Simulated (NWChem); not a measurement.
**One shape, several levels: C8H18 (SMILES CCC(C)(C)C(C)C)**

Aim: a comparison of 4 runs (HF/STO-3G, HF/3-21G, B3LYP/6-31G*) of C8H18. 

The calculation is run with NWChem 7.3.0.

## 1. The system as given

The species is C8H18 (26 atoms), meant as a singlet with charge 0. As SMILES, `CCC(C)(C)C(C)C`. Geometry: relaxed at PBE0-D4/def2-TZVP. This is one conformer, not always the lowest.

Some bond lengths: C1–C2 1.520 Å, C2–C3 1.540 Å, C3–C4 1.530 Å, C3–C5 1.528 Å, C3–C6 1.551 Å, C6–C7 1.525 Å, C6–C8 1.524 Å, C1–H9 1.093 Å, C1–H10 1.092 Å, C1–H11 1.092 Å, C2–H12 1.096 Å, C2–H13 1.095 Å, C4–H14 1.093 Å, C4–H15 1.094 Å, C4–H16 1.091 Å, C5–H17 1.093 Å. Some angles: C1–C2–C3 116.6°, C2–C3–C4 108.8°, C2–C3–C5 107.3°, C2–C3–C6 110.9°, C4–C3–C5 108.3°, C4–C3–C6 109.6°, C5–C3–C6 111.7°, C3–C6–C7 113.6°, C3–C6–C8 113.7°, C7–C6–C8 109.1°.

## 2. Energy and gradient at HF/STO-3G (run 1)

Contents of sp.nw:

```
start sp
memory stack 880 mb heap 220 mb global 1100 mb
geometry noautosym nocenter noautoz
 C      0.951200    -1.840700    -1.366100
 C      0.297800    -1.607200    -0.014000
 C     -0.482200    -0.290600     0.155500
 C     -1.688000    -0.306000    -0.785400
 C     -0.996900    -0.249600     1.593200
 C      0.416100     0.931600    -0.168100
 C     -0.294100     2.271500    -0.006800
 C      1.720000     0.958700     0.620800
 H      1.422100    -2.826100    -1.396400
 H      0.225400    -1.802500    -2.181700
 H      1.728700    -1.103700    -1.580000
 H     -0.402100    -2.426200     0.188000
 H      1.058600    -1.673800     0.770400
 H     -1.387300    -0.225300    -1.833100
 H     -2.250400    -1.236800    -0.668400
 H     -2.374500     0.515900    -0.574300
 H     -0.179400    -0.256400     2.318300
 H     -1.617700    -1.127500     1.793500
 H     -1.611000     0.633700     1.781000
 H      0.678400     0.838800    -1.229500
 H      0.359900     3.082700    -0.336600
 H     -1.210800     2.333100    -0.595200
 H     -0.549000     2.468100     1.038000
 H      1.536700     1.047500     1.695100
 H      2.328700     0.067800     0.457600
 H      2.319800     1.823000     0.324400
end
basis spherical bse
 C library STO-3G
 H library STO-3G
end
scf
 thresh 1e-08
 maxiter 80
 print medium
end
task scf gradient
```

On the command line:

```console
$ nwchem sp.nw > sp.out
```

Output:

```text
[...]
  functions       =    58
[...]
  wavefunction    = RHF
[...]
         Total SCF energy =   -309.770473360844
      One-electron energy =  -1275.092943705712
      Two-electron energy =    533.839386309097
 Nuclear repulsion energy =    431.483084035771
        Time for solution =     19.4s
[...]
                         RHF ENERGY GRADIENTS
    atom               coordinates                        gradient
                 x          y          z           x          y          z
   1 C       1.797507  -3.478419  -2.581555   -0.011406   0.004084   0.024119
   2 C       0.562760  -3.037168  -0.026456   -0.000596   0.019766  -0.021711
   3 C      -0.911226  -0.549154   0.293852   -0.003273  -0.003527   0.001223
   4 C      -3.189857  -0.578256  -1.484191    0.022775   0.001366   0.016787
   5 C      -1.883868  -0.471676   3.010711    0.010664   0.001577  -0.026757
   6 C       0.786315   1.760469  -0.317663   -0.003499   0.004219   0.023296
   7 C      -0.555768   4.292513  -0.012850    0.011123  -0.024975  -0.005136
   8 C       3.250329   1.811680   1.173142   -0.023377  -0.002890  -0.016183
   9 H       2.687379  -5.340555  -2.638813    0.002887  -0.004751  -0.001649
  10 H       0.425944  -3.406231  -4.122815   -0.003743   0.000287  -0.005628
  11 H       3.266769  -2.085691  -2.985767    0.004945   0.004632  -0.002139
[...]
```

Wall time 23 s (1 thread of AMD EPYC 7B13 (Zen 3), shared host); peak memory 0.099 GiB.

## 3. Energy and gradient at HF/3-21G (run 2)

Contents of mol.xyz:

```xyz
26
C8H18 gradient
C      0.951200    -1.840700    -1.366100
C      0.297800    -1.607200    -0.014000
C     -0.482200    -0.290600     0.155500
C     -1.688000    -0.306000    -0.785400
C     -0.996900    -0.249600     1.593200
C      0.416100     0.931600    -0.168100
C     -0.294100     2.271500    -0.006800
C      1.720000     0.958700     0.620800
H      1.422100    -2.826100    -1.396400
H      0.225400    -1.802500    -2.181700
H      1.728700    -1.103700    -1.580000
H     -0.402100    -2.426200     0.188000
H      1.058600    -1.673800     0.770400
H     -1.387300    -0.225300    -1.833100
H     -2.250400    -1.236800    -0.668400
H     -2.374500     0.515900    -0.574300
H     -0.179400    -0.256400     2.318300
H     -1.617700    -1.127500     1.793500
H     -1.611000     0.633700     1.781000
H      0.678400     0.838800    -1.229500
H      0.359900     3.082700    -0.336600
H     -1.210800     2.333100    -0.595200
H     -0.549000     2.468100     1.038000
H      1.536700     1.047500     1.695100
H      2.328700     0.067800     0.457600
H      2.319800     1.823000     0.324400
```

Contents of mol.nw:

```
start mol
title "C8H18 gradient"
memory 2200 mb

geometry units angstroms noautosym nocenter noautoz
   load format xyz mol.xyz
end

basis spherical bse
   C library 3-21G
   H library 3-21G
end

scf
   thresh 1e-08
   maxiter 80
end

task scf gradient
```

On the command line:

```console
$ nwchem mol.nw > mol.out
```

Output:

```text
[...]
  functions       =   108
[...]
  wavefunction    = RHF
[...]
         Total SCF energy =   -311.701425979233
      One-electron energy =  -1275.352390032167
      Two-electron energy =    532.167880017163
 Nuclear repulsion energy =    431.483084035772
        Time for solution =     22.3s
[...]
                         RHF ENERGY GRADIENTS
    atom               coordinates                        gradient
                 x          y          z           x          y          z
   1 C       1.797507  -3.478419  -2.581555   -0.007441   0.001945   0.016897
   2 C       0.562760  -3.037168  -0.026456    0.000235   0.011435  -0.015905
   3 C      -0.911226  -0.549154   0.293852   -0.002617  -0.002878   0.000450
   4 C      -3.189857  -0.578256  -1.484191    0.013096   0.000512   0.009762
   5 C      -1.883868  -0.471676   3.010711    0.005627  -0.000199  -0.015265
   6 C       0.786315   1.760469  -0.317663   -0.001765   0.005005   0.016646
   7 C      -0.555768   4.292513  -0.012850    0.008241  -0.015400  -0.003623
   8 C       3.250329   1.811680   1.173142   -0.014535  -0.000892  -0.010701
   9 H       2.687379  -5.340555  -2.638813    0.002368  -0.004387  -0.000651
  10 H       0.425944  -3.406231  -4.122815   -0.003645   0.000503  -0.004880
  11 H       3.266769  -2.085691  -2.985767    0.004283   0.004386  -0.001661
[...]
```

It took 26 s on 1 thread of AMD EPYC 7B13 (Zen 3), shared host; peak memory 0.1 GiB.

Run 3 isn't shown in full; the table further down has it.

## 4. Energy and forces at B3LYP/6-31G(d) (Cartesian functions) (run 4)

Contents of run.py:

```python
from ase import Atoms
from ase.calculators.nwchem import NWChem

system = Atoms(['C', 'C', 'C', 'C', 'C', 'C', 'C', 'C', 'H', 'H', 'H', 'H', 'H', 'H', 'H', 'H', 'H', 'H', 'H', 'H', 'H', 'H', 'H', 'H', 'H', 'H'], positions=[
    [0.951200, -1.840700, -1.366100],
    [0.297800, -1.607200, -0.014000],
    [-0.482200, -0.290600, 0.155500],
    [-1.688000, -0.306000, -0.785400],
    [-0.996900, -0.249600, 1.593200],
    [0.416100, 0.931600, -0.168100],
    [-0.294100, 2.271500, -0.006800],
    [1.720000, 0.958700, 0.620800],
    [1.422100, -2.826100, -1.396400],
    [0.225400, -1.802500, -2.181700],
    [1.728700, -1.103700, -1.580000],
    [-0.402100, -2.426200, 0.188000],
    [1.058600, -1.673800, 0.770400],
    [-1.387300, -0.225300, -1.833100],
    [-2.250400, -1.236800, -0.668400],
    [-2.374500, 0.515900, -0.574300],
    [-0.179400, -0.256400, 2.318300],
    [-1.617700, -1.127500, 1.793500],
    [-1.611000, 0.633700, 1.781000],
    [0.678400, 0.838800, -1.229500],
    [0.359900, 3.082700, -0.336600],
    [-1.210800, 2.333100, -0.595200],
    [-0.549000, 2.468100, 1.038000],
    [1.536700, 1.047500, 1.695100],
    [2.328700, 0.067800, 0.457600],
    [2.319800, 1.823000, 0.324400],
])

calc = NWChem(
    label='mol',
    theory='dft',
    memory='2200 mb',
    basis='6-31G*',
    dft={'xc': 'b3lyp', 'mult': '1', 'grid': 'fine', 'convergence': 'energy 1e-08', 'iterations': '100', 'mulliken': None},
)
system.calc = calc

forces = system.get_forces()
e = system.get_potential_energy()
print(f"E = {e:.6f} eV")
print("forces (eV/A):")
for s, f in zip(system.symbols, forces):
    print(f"{s:2s} {f[0]:10.5f} {f[1]:10.5f} {f[2]:10.5f}")
print("dipole (e A):", system.get_dipole_moment().round(4))
```

On the command line:

```console
$ export ASE_NWCHEM_COMMAND="nwchem PREFIX.nwi > PREFIX.nwo"
$ python run.py
```

Output:

```text
E = -8590.695997 eV
forces (eV/A):
C     0.12609   -0.10043   -0.20466
C     0.01244   -0.19196    0.17658
C     0.00617    0.01188   -0.00401
C    -0.22806   -0.01558   -0.14450
C    -0.11220   -0.01538    0.24708
C     0.03630   -0.01116   -0.18497
C    -0.08346    0.25418    0.00021
C     0.25043    0.04618    0.10799
H     0.05986   -0.11544   -0.01810
H    -0.05518   -0.00617   -0.09822
H     0.08320    0.04962   -0.04679
H    -0.04170   -0.11457    0.01342
H     0.07785   -0.05122    0.05677
H    -0.01121    0.00596   -0.11832
H    -0.08598   -0.08706   -0.01666
H    -0.09930    0.06639   -0.00854
H     0.04957    0.00118    0.10387
H    -0.07492   -0.08078    0.06016
H    -0.06808    0.07394    0.06022
H     0.04196    0.03394   -0.08598
H     0.05528    0.11256   -0.03445
H    -0.09261    0.04057   -0.04890
H    -0.03877    0.05415    0.09153
H     0.01784    0.01034    0.11200
H     0.08387   -0.06181    0.00237
H     0.09071    0.09055   -0.01800
dipole (e A): [ 0.0084 -0.0063 -0.0107]
```

The calculator wrote mol.nwi:

```
title "mol"

permanent_dir mol

scratch_dir mol

start mol

geometry units angstrom nocenter noautosym noautoz
  C  9.5120000000000005e-01 -1.8407000000000000e+00 -1.3661000000000001e+00
  C  2.9780000000000001e-01 -1.6072000000000000e+00 -1.4000000000000000e-02
  C  -4.8220000000000002e-01 -2.9060000000000002e-01 1.5550000000000000e-01
  C  -1.6879999999999999e+00 -3.0599999999999999e-01 -7.8539999999999999e-01
  C  -9.9690000000000001e-01 -2.4959999999999999e-01 1.5931999999999999e+00
  C  4.1610000000000003e-01 9.3159999999999998e-01 -1.6810000000000000e-01
  C  -2.9409999999999997e-01 2.2715000000000001e+00 -6.7999999999999996e-03
  C  1.7200000000000000e+00 9.5870000000000000e-01 6.2080000000000002e-01
  H  1.4220999999999999e+00 -2.8260999999999998e+00 -1.3964000000000001e+00
  H  2.2539999999999999e-01 -1.8025000000000000e+00 -2.1817000000000002e+00
  H  1.7286999999999999e+00 -1.1036999999999999e+00 -1.5800000000000001e+00
  H  -4.0210000000000001e-01 -2.4262000000000001e+00 1.8800000000000000e-01
  H  1.0586000000000000e+00 -1.6738000000000000e+00 7.7039999999999997e-01
  H  -1.3873000000000000e+00 -2.2530000000000000e-01 -1.8331000000000000e+00
  H  -2.2504000000000000e+00 -1.2367999999999999e+00 -6.6839999999999999e-01
  H  -2.3744999999999998e+00 5.1590000000000003e-01 -5.7430000000000003e-01
  H  -1.7940000000000000e-01 -2.5640000000000002e-01 2.3182999999999998e+00
  H  -1.6176999999999999e+00 -1.1274999999999999e+00 1.7935000000000001e+00
  H  -1.6110000000000000e+00 6.3370000000000004e-01 1.7809999999999999e+00
  H  6.7840000000000000e-01 8.3879999999999999e-01 -1.2295000000000000e+00
  H  3.5990000000000000e-01 3.0827000000000000e+00 -3.3660000000000001e-01
  H  -1.2108000000000001e+00 2.3331000000000000e+00 -5.9519999999999995e-01
  H  -5.4900000000000004e-01 2.4681000000000002e+00 1.0380000000000000e+00
  H  1.5367000000000000e+00 1.0475000000000001e+00 1.6951000000000001e+00
  H  2.3287000000000000e+00 6.7799999999999999e-02 4.5760000000000001e-01
  H  2.3197999999999999e+00 1.8230000000000000e+00 3.2440000000000002e-01
end

memory 2200 mb

basis noprint
   * library 6-31G*
end

dft
  xc b3lyp
  mult 1
  grid fine
  convergence energy 1e-08
  iterations 100
  mulliken
end

task dft gradient
```

mol.nwo, cut to the lines that bear on the results:

```text
[...]
         Total DFT energy =     -315.702257482154
[...]
  wavefunction    = closed shell
                         DFT ENERGY GRADIENTS
    atom               coordinates                        gradient
                 x          y          z           x          y          z
   1 C       1.797507  -3.478419  -2.581555   -0.002452   0.001953   0.003980
   2 C       0.562760  -3.037168  -0.026456   -0.000242   0.003733  -0.003434
   3 C      -0.911226  -0.549154   0.293852   -0.000120  -0.000231   0.000078
[... 22 lines of this table left out ...]
  26 H       4.383786   3.444970   0.613027   -0.001764  -0.001761   0.000350
[...]
```

Wall time 1.9 min (1 thread of AMD EPYC 7B13 (Zen 3), shared host); peak memory 0.14 GiB.

## 5. The series

| run | level | iteration cap | module | energy (Eh) | dipole moment (D) | HOMO energy (eV) | LUMO energy (eV) | wall time |
| --- | --- | --- | --- | --- | --- | --- | --- | --- |
| 1 | HF/STO-3G | 80 | scf | -309.770473 | 0.04 | -10.40 | 15.36 | 23 s |
| 2 | HF/3-21G | 80 | scf | -311.701426 | 0.05 | -11.38 | 6.48 | 26 s |
| 3 | B3LYP/6-31G* (spherical functions) | 100 | dft | -315.696811 | – | – | – | 1.9 min |
| 4 | B3LYP/6-31G* (Cartesian functions) | 100 | dft | -315.702257 | 0.07 | -7.95 | 2.09 | 1.9 min |

## 6. Results

| quantity | value |
| --- | --- |
| run 4: total energy | -315.70226 Eh |
| run 4: dipole moment | 0.07 D |
| run 4: HOMO energy | -7.95 eV |
| run 4: LUMO energy | 2.09 eV |
| run 4: HOMO–LUMO gap | 10.04 eV |
| run 4: largest force on an atom | 0.277 eV/Å |

In words: Over runs 1, 2, 4 the dipole moment (its size) runs from 0.04 D (HF/STO-3G) to 0.07 D (B3LYP/6-31G*). The two ends differ in method and basis. Over runs 1, 2, 4 the HOMO–LUMO gap runs from 10.04 eV (B3LYP/6-31G*) to 25.75 eV (HF/STO-3G). In run 1 the basis is minimal, so the values are rough. All runs together took 4.6 min, the longest 1.9 min.
